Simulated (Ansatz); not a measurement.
**Si3Ge3N8: the cell at several levels of theory**

How does the equilibrium cell of Si3Ge3N8 (beta-nitride host) depend on the functional? It is relaxed with PBE and r2SCAN. This is a trial cell built on a prototype, not taken from a measured structure, and it needn't be the compound's ground state.

Program: Ansatz 0.2.0. PAW datasets, plane waves, zero pressure. The cell comes from a prototype generator: it can be a known phase or a hypothetical one. Spin polarisation is off.

### 1 Starting point

This is the cell as the run starts from it, not yet at rest; its lengths are not the crystal's.

Space group Pm (No. 6), monoclinic; conventional cell a = 7.698 Å, b = 2.941 Å, c = 7.698 Å, β = 120.0°, 10.78 Å³ an atom. Around Si lie 4 N at 1.75–1.76 Å; around Ge lie 4 N at 1.75–1.76 Å.

The structure in full:

```
CELL_PARAMETERS angstrom
7.69787 0.00000 0.00000
0.00000 2.94085 0.00000
-3.84894 0.00000 6.66655
ATOMIC_POSITIONS crystal
Si 0.59386 0.50000 0.82495
Si 0.82495 0.00000 0.23108
Ge 0.76892 0.00000 0.59386
Si 0.23108 0.50000 0.40614
Ge 0.17505 0.50000 0.76892
Ge 0.40614 0.00000 0.17505
N 0.33333 0.50000 0.66667
N 0.66667 0.00000 0.33333
N 0.70066 0.50000 0.66985
N 0.66985 0.00000 0.96919
N 0.03081 0.00000 0.70066
N 0.96919 0.50000 0.29934
N 0.29934 0.00000 0.33015
N 0.33015 0.50000 0.03081
```

### 2 Relaxation with PBE

Contents of input.yaml:

```yaml
crystal:
  lattice:
    - [7.69787294, 0.0, 0.0]
    - [0.0, 2.9408538, 0.0]
    - [-3.84893647, 0.0, 6.66655352]
  atoms:
    - { symbol: Si, position: [0.59386372, 0.5, 0.82494615] }
    - { symbol: Si, position: [0.82494615, 0.0, 0.23108243] }
    - { symbol: Ge, position: [0.76891757, 0.0, 0.59386372] }
    - { symbol: Si, position: [0.23108243, 0.5, 0.40613628] }
    - { symbol: Ge, position: [0.17505385, 0.5, 0.76891757] }
    - { symbol: Ge, position: [0.40613628, 0.0, 0.17505385] }
    - { symbol: "N", position: [0.33333334, 0.5, 0.66666667] }
    - { symbol: "N", position: [0.66666666, 0.0, 0.33333333] }
    - { symbol: "N", position: [0.70065891, 0.5, 0.6698534] }
    - { symbol: "N", position: [0.6698534, 0.0, 0.96919449] }
    - { symbol: "N", position: [0.03080551, 0.0, 0.70065891] }
    - { symbol: "N", position: [0.96919449, 0.5, 0.29934109] }
    - { symbol: "N", position: [0.29934109, 0.0, 0.3301466] }
    - { symbol: "N", position: [0.3301466, 0.5, 0.03080551] }
kpoints:
  mp_grid: { grid: [4, 8, 4] }
hamiltonian:
  xc: pbe
scf:
  occupations: { method: fermi_dirac, width: 0.02 }
relax:
  f_tol: 0.005
  cell: {}
```

Further steps of the session: Relaxing with r2SCAN.

Before running it: what results should come out? Wanted: for each run, a; b; c; β; volume; space group; SCF geometries.

As calculated:

| level | a (Å) | b (Å) | c (Å) | β (°) | volume (Å³/atom) | space group | SCF geometries |
| --- | --- | --- | --- | --- | --- | --- | --- |
| PBE | 7.876 | 3.019 | 7.905 | 119.858 | 11.645 | Pm | 10 |
| r2SCAN | 7.809 | 2.992 | 7.835 | 119.877 | 11.339 | Pm | 6 |

What this shows: From the start to the first minimum the volume moved by +8.0 %. The volume runs from r2SCAN (least) to PBE (most), a spread of 2.7 %, or 0.9 % in length if all axes shared it alike.
